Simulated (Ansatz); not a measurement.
# C: the cost of one run

Method: DFT r2SCAN, scalar-relativistic, plane waves, PAW, in Ansatz 0.2.0.

## Step 1: The structure to begin with

It takes space group Fd-3m (No. 227, cubic). The conventional cell has a = 3.567 Å, b = 3.567 Å, c = 3.567 Å, α = 90.00°, β = 90.00°, γ = 90.00°. C (site symmetry -43m) is surrounded by 4 C at 1.54 Å.

Structure file:

```
C
1.0
     0.00000    1.78340    1.78340
     1.78340    0.00000    1.78340
     1.78340    1.78340    0.00000
C
2
Direct
  0.50000 0.50000 0.50000
  0.75000 0.75000 0.75000
```

The cell is taken as given, not relaxed at this level.

## Step 2: The reference cell

The reference gives a free energy of -503.1111 eV, pressure -2.44 GPa, largest force 0.000 eV/Å and gap on the mesh 4.37 eV. It was computed beforehand with the settings of the runs below.

## Step 3: Next: energy and stress against strain

The cell is strained by ε times the Voigt pattern (0, 0, 0, 1, 0, 0) (xx, yy, zz, yz, xz, xy; engineering shear), with fractional coordinates fixed (clamped ions). The stress on the pattern is the sum of the stress components weighted by it, tension positive.

## Step 4: Point ε = -0.1000

input.yaml reads:

```yaml
crystal:
  lattice:
    - [0.0, 1.69423, 1.69423]
    - [1.7834, -0.08917, 1.7834]
    - [1.7834, 1.7834, -0.08917]
  atoms:
    - { symbol: C, position: [0.5, 0.5, 0.5] }
    - { symbol: C, position: [0.75, 0.75, 0.75] }
basis:
  ecutwfc: 500
kpoints:
  mp_grid: { grid: [12, 12, 12] }
hamiltonian:
  xc: r2scan
scf:
  occupations: { method: gaussian, width: 0.05 }
output:
  forces: true
  stress: true
  eigenvalues: true
```

Started as:

```console
$ ansatz run input.yaml --threads 1 --pin off --max-ram 2560MiB --backend cpu --events-out ev --progress --plain --runs-dir out
```

What time and memory should one allow on 1 thread of AMD EPYC (Zen 3), shared host?

About 4.3 s, with a peak of 0.35 GiB.
